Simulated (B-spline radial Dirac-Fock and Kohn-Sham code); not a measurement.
# Inner shells of Mn⁺

Wanted for the Mn⁺ ion: its X-ray form factor and Compton profile, the binding energy of each subshell and how cheaper methods do for the levels.

The numbers are computed with B-spline radial Dirac-Fock and Kohn-Sham code (version 3): a free atom or ion on a radial basis; each step names its model.

## (1) What is computed

Manganese as Mn⁺, configuration [Ar] 3d4 4s1 4p1 (an excited configuration).

```yaml
nuclear_charge: 25
electrons: 24
mass_number: 55
nuclear_rms_radius: 3.7057 fm
```

Outer shells as boxes (Hund's rule, for the drawing alone; heavy ions are jj-coupled, and the calculation averages over the configuration):

```
[Ar] core
3d [↑ ][↑ ][↑ ][↑ ][  ]
4s [↑ ]
4p [↑ ][  ][  ]
```

## (2) Form factor and Compton profile

Model: Dirac-Fock average of configuration, finite nucleus; form factor of the spherical density, Waller-Hartree incoherent function, impulse-approximation Compton profiles.

The run's settings:

```ini
task = scatter
Z = 25
charge = 1
configuration = 1s2 2s2 2p6 3s2 3p6 3d4 4s1 4p1
mass_number = 55
rms_radius = 3.7057  # fm
s = [0.0, 0.05, 0.1, 0.15, 0.2, 0.25, 0.3, 0.35, 0.4, 0.45, 0.5, 0.6, 0.7, 0.8, 0.9, 1.0, 1.1, 1.2, 1.4, 1.6, 1.8, 2.0, 2.5, 3.0, 3.5, 4.0, 5.0, 6.0]  # 1/A
pz = [0, 0.1, 0.15, 0.21, 0.31, 0.46, 0.67, 0.97, 1.4, 2.1, 3.0, 4.4, 6.5, 9.5, 14.0, 20.0, 30.0, 43.0, 63.0, 93.0, 140.0]  # a.u.
photon_energy = [1000, 8047.8, 17479.3, 20000, 30000, 50000, 100000, 500000]  # eV
```

Results of the run (chosen fields of its result record, rounded):

```text
status: converged
form_factor [e]: [24.0, 23.402, 21.96, 20.276, 18.651, 17.124, 15.673, 14.301, 13.031, 11.885, 10.877, 9.2772, 8.1548, 7.3752, 6.8091, 6.3595, 5.9644, 5.59, 4.8575, 4.1528, 3.5143, 2.9702, 2.0404, 1.564, 1.319, 1.1705, 0.95566, 0.76924]
incoherent: [-1.8565e-12, 0.82323, 2.4214, 3.8969, 5.226, 6.5058, 7.7319, 8.875, 9.9233, 10.88, 11.751, 13.259, 14.484, 15.469, 16.27, 16.943, 17.53, 18.056, 18.978, 19.751, 20.389, 20.905, 21.787, 22.317, 22.68, 22.958, 23.363, 23.622]
compton_total [1/a.u.]: [5.653, 5.5808, 5.4919, 5.3425, 5.0115, 4.437, 3.7755, 3.2453, 2.6879, 1.7867, 1.0513, 0.60143, 0.34003, 0.16067, 0.062022, 0.022951, 0.005872, 0.0013298, 0.00021673, 2.9543e-05, 3.527e-06]
shells: ["1s1/2", "2s1/2", "2p1/2", "2p3/2", "3s1/2", "3p1/2", "3p3/2", "3d3/2", "3d5/2", "4s1/2", "4p1/2", "4p3/2"]
occupation: [2.0, 2.0, 2.0, 4.0, 2.0, 2.0, 4.0, 1.6, 2.4, 1.0, 0.33333, 0.66667]
mean_momentum [a.u.]: [21.187, 6.9735, 9.3856, 9.2749, 2.8255, 3.2671, 3.2366, 3.3061, 3.2956, 0.83322, 0.837, 0.83193]
r2 [bohr^2]: 34.511
r_inverse [1/bohr]: 110.09
r1 [bohr]: 19.476
coherent [b]: [359.93, 124.78, 51.298, 43.001, 23.652, 10.362, 3.137, 0.14417]
incoherent_cross_section [b]: [0.64791, 6.3826, 9.5179, 9.9665, 11.051, 11.635, 11.135, 6.9004]
radial_jk:
  3d: {"j0": [1.0, 0.97455, 0.90324, 0.79908, 0.67819, 0.55513, 0.44033, 0.33963, 0.2552, 0.18679, 0.13283, 0.059667, 0.019165, -0.0014924, -0.010784, -0.01391, -0.013911, -0.012498, -0.0086588, -0.0054256, -0.0032357, -0.0018765, -0.00044219, -8.0837e-05, 3.9216e-06, 1.8783e-05, 1.2501e-05, 5.6799e-06], "j2": [0.0, 0.010103, 0.037573, 0.075262, 0.11481, 0.14944, 0.17522, 0.19096, 0.19735, 0.19605, 0.18901, 0.16478, 0.13561, 0.10754, 0.083177, 0.063226, 0.04746, 0.035294, 0.01913, 0.010169, 0.0053147, 0.0027213, 0.00041063, -2.5885e-05, -8.0726e-05, -6.5536e-05, -2.8456e-05, -1.1323e-05], "j4": [0.0, 5.5845e-05, 0.00081846, 0.0036033, 0.0094799, 0.018608, 0.030222, 0.043044, 0.055752, 0.067282, 0.07695, 0.089661, 0.094052, 0.092153, 0.086239, 0.07817, 0.069269, 0.060384, 0.044416, 0.031841, 0.022549, 0.015906, 0.0067368, 0.0029874, 0.0013998, 0.00069156, 0.0001935, 6.2922e-05], "r2": 1.4053, "r4": 4.4494, "r6": 26.687}
  4p: {"j0": [1.0, 0.79009, 0.37735, 0.07912, -0.032839, -0.039488, -0.016202, 0.0043892, 0.0153, 0.018439, 0.017108, 0.010101, 0.0039253, 0.00041817, -0.00095359, -0.0010585, -0.00056643, 0.00010691, 0.0012364, 0.0017557, 0.0017873, 0.0015604, 0.000789, 0.0002855, 5.233e-05, -3.6641e-05, -6.1475e-05, -4.2879e-05], "j2": [0.0, 0.079998, 0.20374, 0.22827, 0.16546, 0.087234, 0.032163, 0.0039475, -0.0061282, -0.0068076, -0.0037511, 0.0033335, 0.0069954, 0.0075186, 0.0063985, 0.0047348, 0.0031213, 0.0018096, 0.00024673, -0.00024804, -0.00019186, 5.878e-05, 0.00059555, 0.00072404, 0.00063754, 0.00049815, 0.00026929, 0.00014118], "r2": 12.704, "r4": 256.22, "r6": 7664.1}
```

The scattering functions against s = sin θ / λ:

```tsv
s (1/Å)	f (e)	f / N	S(s)
0	24.00	1.000	0
0.100	21.96	0.915	2.421
0.200	18.65	0.777	5.226
0.300	15.67	0.653	7.732
0.400	13.03	0.543	9.923
0.500	10.88	0.453	11.75
0.700	8.155	0.340	14.48
0.900	6.809	0.284	16.27
1.10	5.964	0.249	17.53
1.40	4.857	0.202	18.98
1.80	3.514	0.146	20.39
2.50	2.040	0.085	21.79
3.50	1.319	0.055	22.68
5.00	0.9557	0.040	23.36
```

## (3) Hole states by ΔSCF

Model: Dirac-Fock average of configuration, Delta-SCF, finite nucleus, first-order Breit with its frequency dependence, self-energy and vacuum polarisation.

The run's settings:

```ini
task = binding
```

Results of the run (chosen fields of its result record, rounded):

```text
status: converged
shells: ["K", "L1", "L2", "L3", "M1", "M2", "M3", "M4,5", "N1", "N2,3"]
total_energy_parts [Ha]: [-1156.7696, 0.448842444, -0.0391048003, -0.000986999708, 0.297202785, -0.0244436333]
koopmans [eV]: [6619.13, 822.406, 702.897, 692.287, 122.816, 85.3761, 83.9892, 31.1478, 17.5602, 11.6729]
dirac_coulomb [eV]: [6579.26, 805.366, 684.34, 673.923, "-", 81.1681, 79.8553, 27.8107, 17.3072, 11.569]
gaunt [eV]: [-7.28199, -0.438698, -0.834894, -0.561499, "-", -0.080948, -0.0449243, 0.0155985, -0.00359852, -0.00363099]
retardation [eV]: [0.425497, 0.00720858, 0.0839982, 0.0840586, "-", 0.0091157, 0.00910499, -0.00190669, 5.74066e-05, 0.000689144]
breit_frequency [eV]: [0.011263, -0.00182834, -0.000498109, 0.00490625, "-", -0.000150866, 0.000576081, -0.000114345, -2.7783e-05, 2.65646e-05]
self_energy [eV]: [-3.42884, -0.333008, 0.0482574, 0.0229961, "-", 0.0073584, 0.00412469, 0.00435174, -0.00443943, 0.000712404]
vacuum_polarisation [eV]: [0.286673, 0.0261155, -0.00277355, -0.00286588, "-", -0.000458848, -0.000471928, -0.000303954, 0.000340511, -5.97407e-05]
binding [eV]: [6569.27, 804.626, 683.634, 673.47, "-", 81.103, 79.8237, 27.8283, 17.2995, 11.5668]
mean_radius [bohr]: [0.0608617, 0.277497, 0.244399, 0.247261, 0.843621, 0.888149, 0.896112, 1.05904, 2.70393, 3.34581]
```

total_energy_parts: Dirac-Coulomb, Gaunt, retardation, frequency dependence, self-energy, vacuum polarisation. Blank entries are hole states that did not converge, or in which two open shells of one symmetry are about equally filled, where the average of configuration falls too low.

Each level as Koopmans' value plus corrections (eV):

```tsv
level	-ε	relaxation	Breit	QED	binding
1s	6619.1	-39.87	-6.85	-3.14	6569.3
2s	822.4	-17.04	-0.43	-0.31	804.6
2p1/2	702.9	-18.56	-0.75	0.05	683.6
2p3/2	692.3	-18.36	-0.47	0.02	673.5
3p1/2	85.38	-4.21	-0.07	0.01	81.10
3p3/2	83.99	-4.13	-0.04	0.00	79.82
3d	31.15	-3.34	0.01	0.00	27.83
4s	17.56	-0.25	0.00	0.00	17.30
4p	11.67	-0.10	0.00	0.00	11.57
```

X-ray lines as differences of these levels:

```tsv
line	energy (eV)
Kβ1 (K-M3)	6489.4
Kβ3 (K-M2)	6488.2
Kα1 (K-L3)	5895.8
Kα2 (K-L2)	5885.6
Lβ3 (L1-M3)	724.8
Lβ4 (L1-M2)	723.5
Lγ5 (L2-N1)	666.3
Lβ6 (L3-N1)	656.2
```

## (4) The levels by Dirac PBE

Model: Dirac-Kohn-Sham PBE, finite nucleus, spherical and without spin polarisation.

Settings, as recorded:

```ini
task = binding-ladder
method = pbe,pbe
relativity = dirac
```

Results of the run (chosen fields of its result record, rounded):

```text
status: converged
shells: ["K", "L1", "L2", "L3", "M1", "M2", "M3", "M4,5", "N1", "N2,3"]
minus_eigenvalue [eV]: [6444.45, 760.665, 653.825, 643.4, 101.782, 71.1595, 69.857, 21.5307, 14.3146, 8.98457]
delta_scf [eV]: [6594.56, 785.601, 683.582, 672.733, 111.004, 80.1197, 78.7627, 29.561, 18.2399, 12.238]
total_energy [Ha]: -1157.63379
dirac_fock_binding [eV]: [6569.27, 804.626, 683.634, 673.47, "-", 81.103, 79.8237, 27.8283, 17.2995, 11.5668]
```

Against the Dirac-Fock value with Breit and QED (eV):

```tsv
level	-ε	miss	ΔSCF	miss	Dirac-Fock
K	6444.4	-124.8	6594.6	+25.3	6569.3
L1	760.7	-44.0	785.6	-19.0	804.6
L2	653.8	-29.8	683.6	-0.1	683.6
L3	643.4	-30.1	672.7	-0.7	673.5
M2	71.16	-9.9	80.12	-1.0	81.10
M3	69.86	-10.0	78.76	-1.1	79.82
M4,5	21.53	-6.3	29.56	+1.7	27.83
N1	14.31	-3.0	18.24	+0.9	17.30
N2,3	8.98	-2.6	12.24	+0.7	11.57
```

## (5) Cost and miss of the cheaper method

| method | level | eigenvalue miss (%) | ΔSCF miss (%) | time |
| --- | --- | --- | --- | --- |
| Dirac PBE | K | -1.90 | +0.39 | 11 s |
| Dirac-Fock + Breit + QED | all | - | reference | 16 s |

Times cover the ground state and all hole states of a step, on one thread of a shared host; states solved in an earlier step are reused, and a first call can include compiling.

## (6) Results

| quantity | value |
| --- | --- |
| rms radius of the electron cloud | 1.20 bohr |
| form factor halves at | 0.44 1/Å |
| Compton profile at zero | 5.653 1/a.u. |
| deepest level listed, K (1s) | 6569.3 eV |
| least bound, N2,3 (4p) | 11.57 eV |
| Kα1 | 5895.8 eV |
| Dirac PBE, K: eigenvalue / ΔSCF | 6444.4 / 6594.6 eV |

The form factor starts at the 24 electrons and halves by s = 0.44 1/Å. Incoherent scattering outweighs coherent from 50.0 keV on, among the energies asked. For K (1s), relaxation takes off 39.9 eV, Breit terms shift it by -6.85 and QED by -3.14 eV. Dirac PBE misses the K level by -1.9 % with its eigenvalue and by +0.4 % with ΔSCF, so total-energy differences mend most of the error. The Hartree-Fock and Dirac-Fock values hold no electron correlation.
